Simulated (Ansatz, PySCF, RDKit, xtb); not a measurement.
# C4H2F2O: which of the isomers drawn lies lowest?

Which of a sample of isomers of C4H2F2O is the most stable in the gas at 298.15 K, and what are its properties? The sample is small against all isomers, and the most stable one of this formula need not be in it.

Plan: many cheap relaxations first (GFN2-xTB), then density-functional screening, relaxation at B3LYP-D3(BJ)/def2-SVP, vibrations and a final energy. The numbers are computed, not measured.

### 1 Candidates

Isomers were taken from a list of plausible structures; this is a sample, not all of them. That gives 4 candidates.

| label | SMILES | spin |
| --- | --- | --- |
| c316 | Fc1coc(F)c1 | singlet |
| c427 | Fc1cocc1F | singlet |
| c510 | Fc1ccc(F)o1 | singlet |
| c979 | Fc1ccoc1F | singlet |

Candidates are built by distance geometry, with a force field where one applies, in up to four conformers (letters a to d).

**Question.** With final energies at CCSD(T)/def2-SVP + MP2/def2-TZVPP - MP2/def2-SVP, which structure will this search put lowest in free energy, and by what margin?

| quantity | value |
| --- | --- |
| lowest structure found | Fc1ccc(F)o1, singlet, C2v |
| next finalist | Fc1coc(F)c1, singlet, 1.5 kcal/mol higher in G |
| share at equilibrium, among the finalists | 93.0 % |
| harmonic wavenumbers, lowest and highest (B3LYP-D3(BJ)/def2-SVP) | 238 and 3284 cm⁻¹ |
| rotational constants, same geometry | 0.2228, 0.07184, 0.05432 cm⁻¹ |
| dipole moment (PBE0/def2-SVPD) | 1.86 D |
| HOMO energy (PBE0/def2-SVPD) | -6.78 eV |
| LUMO energy (PBE0/def2-SVPD) | 0.13 eV |
| HOMO–LUMO gap (PBE0/def2-SVPD) | 6.91 eV |
| lowest excitation (TD-PBE0/def2-SVPD) | 6.15 eV (f = 0.000) |
| strongest of the states computed, same level | 6.32 eV (f = 0.125) |
| lowest triplet excitation, same level, Tamm-Dancoff | 4.04 eV |
| vertical ionisation energy | 9.01 eV |
| vertical electron affinity | -1.72 eV (unbound: the value depends on the basis) |
| vertical triplet less singlet | +4.13 eV |

The lowest structure found is `Fc1ccc(F)o1`. The margin, 1.5 kcal/mol, is modest. GFN2-xTB, HF/STO-3G, r2SCAN-D4/def2-SVP, B3LYP-D3(BJ)/def2-SVP, HF/def2-SVP and MP2/def2-SVP already put its bonding pattern lowest among the structures in one piece. The search is not exhaustive (a finite list of starts, one conformer a finalist), so a lower isomer can't be ruled out. Only 4 drawn patterns were tried, so whole families of isomers are missing, and the result ranks this sample alone. The lowest isomer need not be the one that is made and kept in a bottle, which depends on barriers.
